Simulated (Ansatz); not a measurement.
Ge3Pd:

```
Pd Ge
1.0
     4.14202    0.00000    0.00000
     0.00000    4.14202    0.00000
     0.00000    0.00000    4.14202
Pd Ge
1 3
Cartesian
  0.0000 0.0000 0.0000
  2.0710 2.0710 0.0000
  2.0710 0.0000 2.0710
  0.0000 2.0710 2.0710
```

The cell comes from a database or a generator and needn't be the stable form of this composition.

Below is the output of Ansatz 0.2.0 for this cell. Logs are shortened: lines on timing, memory, paths and dates and some standing lists are left out, and cuts for length are marked.

```text
Warning: RAYON_NUM_THREADS=2 ignored (pool sized by the plan → 2); use --threads N
LAPW: plane waves up to 7.231 Å⁻¹, error target 2.0e-3 eV per atom; small_component_spin mean_spin; Ge in spheres of 1.416 Å, 22 of its electrons in bands, Dirac shells [2p, 3p]; Pd in spheres of 1.513 Å, 18 of its electrons in bands, Dirac shells [2p, 3p, 3d] (how accurate: hamiltonian.pseudopotentials.lapw.basis_error, Limitations)
Engine: ansatz 0.2.0, aarch64-unknown-linux-gnu
Pseudopotentials: kind: all_electron
Pseudopotential: Pd, LAPW, valence charge 18, lapw/all_electron/scalar/gaussian/Pd, Koelling and Harmon's equation with Dirac's for 2p 3p 3d, gaussian nucleus
Pseudopotential: Ge, LAPW, valence charge 22, lapw/all_electron/scalar/gaussian/Ge, Koelling and Harmon's equation with Dirac's for 2p 3p, gaussian nucleus
Functional definition: PBEsol
  exchange = pbesol_x
  correlation = pbesol_c
Crystal: 4 atoms, lattice volume = 71.062 Å³
Basis set: ecut = 199.1893245509981 eV, 461 PW (Γ), exchange–correlation at level 2
Bands: 51, of which v1, the nominal top of the filled ones, is band 42 counted from 1 (41 counted from 0)
Symmetry: 48 space group operations
[... 32 lines left out ...]
  E_band       = -3046.812382
  E_kinetic    = 318188.314152
  E_xc         = -10240.575389
  E_electrostatic = -616448.497861  (all electrons and nuclei)
  E_smearing   = -0.017534  (= −TS)
  E_closure    = 0.000000  (closes the sum)
  E_atoms      = -308481.761535  (free atoms, spherical and without spin; not in F)
  Σ components = -308500.776632   (vs F -308500.776632, Δ=0.00e0)
  Basis errors (estimates in eV, not in F): energy 4.4e-4 per atom: plane waves 4.3e-4 (2.2e-4 summed), levels above the bands 1.9e-80, relativity 1.1e-7, radial functions 9.9e-6, core shells 4.0e-7; eigenvalues (radial functions only) 6.6e-6; not estimated: angular momenta, meshes, grids; target (lapw.basis_error) 2.0e-3; muffin-tin radii Ge 1.416 Å, Pd 1.513 Å
--- Forces (eV/Å), atoms counted from 1 ---
  atom   1  Pd    -0.00000000     0.00000000     0.00000000
  atom   2  Ge     0.00000000     0.00000000    -0.00000000
  atom   3  Ge    -0.00000000    -0.00000000    -0.00000000
  atom   4  Ge     0.00000000     0.00000000    -0.00000000
  max |Σ_I F_I| component: 3.12e-31 eV/Å
--- Stress (GPa, compression-positive) ---
       -4.686756      -0.000000       0.000000
       -0.000000      -4.686756      -0.000000
        0.000000      -0.000000      -4.686756
  P = ⅓ Tr σ = -4.6868 GPa (-46.868 kbar)
--- Band table (eV; the first three rows and the last of 20) ---
  k-point 0: bands = ["-148.7670", "-148.7669", "-148.7669", "-96.0833", "-96.0833", "-96.0833", "-96.0729", "-96.0729", "-96.0729", "-96.0728", "-96.0728", "-96.0728", "-69.5355", "-35.3147", "-35.3147", "-35.3147", "-10.1249", "-10.1249", "-10.1249", "-10.1141", "-10.0613", "-10.0613", "-10.0170", "-10.0170", "-10.0170", "-10.0013", "-10.0013", "-9.9618", "-9.9531", "-9.9531", "-9.9531", "1.9413", "8.6475", "8.6475", "11.1297", "11.1297", "11.1297", "11.9620", "11.9620", "11.9620", "13.0535", "13.0535", "15.4244", "17.5969", "17.5969", "17.5969", "20.2150", "20.2150", "20.2150", "23.5740", "23.5740"]
  k-point 1: bands = ["-148.7670", "-148.7669", "-148.7669", "-96.0833", "-96.0833", "-96.0833", "-96.0729", "-96.0729", "-96.0729", "-96.0728", "-96.0728", "-96.0728", "-69.5354", "-35.3150", "-35.3147", "-35.3147", "-10.1238", "-10.1170", "-10.1170", "-10.1088", "-10.0605", "-10.0566", "-10.0181", "-10.0170", "-10.0170", "-10.0055", "-10.0012", "-9.9657", "-9.9616", "-9.9616", "-9.9530", "2.1125", "7.8053", "8.7856", "10.9792", "10.9792", "11.3977", "11.9694", "12.2503", "12.2503", "12.7151", "13.4124", "16.1791", "17.4058", "17.4058", "17.5148", "19.1730", "19.6860", "19.6860", "23.5688", "23.9944"]
  k-point 2: bands = ["-148.7670", "-148.7669", "-148.7669", "-96.0833", "-96.0833", "-96.0833", "-96.0729", "-96.0729", "-96.0729", "-96.0728", "-96.0728", "-96.0728", "-69.5354", "-35.3156", "-35.3146", "-35.3146", "-10.1211", "-10.0948", "-10.0947", "-10.0947", "-10.0585", "-10.0443", "-10.0207", "-10.0177", "-10.0177", "-10.0173", "-10.0009", "-9.9849", "-9.9849", "-9.9763", "-9.9530", "2.6137", "6.3195", "9.1866", "10.7563", "10.7563", "11.8324", "11.9016", "11.9859", "12.9193", "12.9193", "13.9382", "16.4194", "16.4194", "17.3909", "17.4099", "18.2975", "19.7478", "19.7478", "23.5561", "23.9573"]
  k-point 19: bands = ["-148.7669", "-148.7669", "-148.7669", "-96.0843", "-96.0828", "-96.0828", "-96.0734", "-96.0734", "-96.0734", "-96.0724", "-96.0724", "-96.0724", "-69.5354", "-35.3158", "-35.3158", "-35.3158", "-10.0865", "-10.0811", "-10.0811", "-10.0721", "-10.0721", "-10.0673", "-10.0672", "-10.0180", "-10.0123", "-10.0123", "-10.0031", "-10.0031", "-9.9680", "-9.9680", "-9.9624", "5.8647", "6.4537", "6.4537", "9.2142", "10.2010", "10.3224", "10.3224", "12.3886", "12.3886", "13.0755", "13.0755", "13.1946", "14.8065", "21.2175", "21.2175", "21.6831", "22.0954", "22.0954", "26.2722", "26.6958"]
```

Question: What input gives this log?

Answer: Band structure with PBEsol, no spin polarisation. The files as run (others can give the same):

input.yaml
```yaml
crystal:
  lattice:
    - [4.142023, 0.0, 0.0]
    - [0.0, 4.142023, 0.0]
    - [0.0, 0.0, 4.142023]
  atoms:
    - { symbol: Pd, position: [0.0, 0.0, 0.0] }
    - { symbol: Ge, position: [0.5, 0.5, 0.0] }
    - { symbol: Ge, position: [0.5, 0.0, 0.5] }
    - { symbol: Ge, position: [0.0, 0.5, 0.5] }
kpoints:
  mp_grid: { grid: [7, 7, 7] }
  band_path:
    path:
      - [0.0, 0.0, 0.0]
      - [0.0, 0.5, 0.0]
      - [0.5, 0.5, 0.0]
      - [0.0, 0.0, 0.0]
      - [0.5, 0.5, 0.5]
      - [0.0, 0.5, 0.0]
    npoints: 6
scf:
  occupations: { method: fermi_dirac, width: 0.05 }
hamiltonian:
  xc: pbesol
  pseudopotentials:
    kind: all_electron
    lapw: { basis_error: 0.002 }
    dirac_shells: { Ge: ["3p"], Pd: ["3p", "3d"] }
output:
  forces: true
  stress: true
  eigenvalues: true
```

Potentials or basis: all-electron LAPW, inner shells corrected to Dirac's equation.
Command:
```console
$ ansatz run input.yaml --threads 2 --pin off --max-ram 8192MiB --backend cpu --events-out ev --progress --plain --runs-dir out
```
